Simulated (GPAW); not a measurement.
Ti3Ag:

```
Ag Ti
1.0
     4.09881    0.00000    0.00000
     0.00000    4.09881    0.00000
     0.00000    0.00000    4.09881
Ag Ti
1 3
Direct
  0.00000 0.00000 0.00000
  0.00000 0.50000 0.50000
  0.50000 0.00000 0.50000
  0.50000 0.50000 0.00000
```

The cell comes from a database or a generator and needn't be the stable form of this composition.

| Quantity | Value |
| --- | --- |
| Program | GPAW 26.7.0 |
| Task | single point |
| Functional | PBEsol |
| Potentials or basis | PAW data sets generated in the run's folder for this functional |
| Cutoff | 600 eV |
| Basis | pw |
| k mesh | 7 × 7 × 7 |
| Occupations | fermi-dirac, width 0.05 eV |
| Spin | no spin polarisation |

On this cell: pressure -5.6 GPa; largest force zero by symmetry; band gap on the k mesh none (metal or under the smearing width).

The same run follows on a disturbed copy (atoms moved at random, drawn with an rms of 0.05 Å):

```
Ag Ti
1.0
     4.09881    0.00000    0.00000
     0.00000    4.09881    0.00000
     0.00000    0.00000    4.09881
Ag Ti
1 3
Cartesian
  -0.0267 0.0031 0.0142
  0.0523 2.0782 2.0372
  2.0826 0.0148 2.0296
  2.0014 2.0110 -0.0154
```

What changes?

The energy (extrapolated to zero smearing) moves by +6.6 meV/atom; pressure -5.4 GPa; largest force 0.340 eV/Å; band gap on the k mesh none (metal or under the smearing width).

Forces in eV/Å, atoms in the order of the input:
```
Ag   0.128 -0.040 -0.175
Ti  -0.322 -0.069  0.068
Ti  -0.073 -0.101  0.101
Ti   0.267  0.211  0.006
```

Stress tensor (GPa, compression positive):
```
-5.40 -0.09  0.00
-0.09 -5.51 -0.02
 0.00 -0.02 -5.29
```
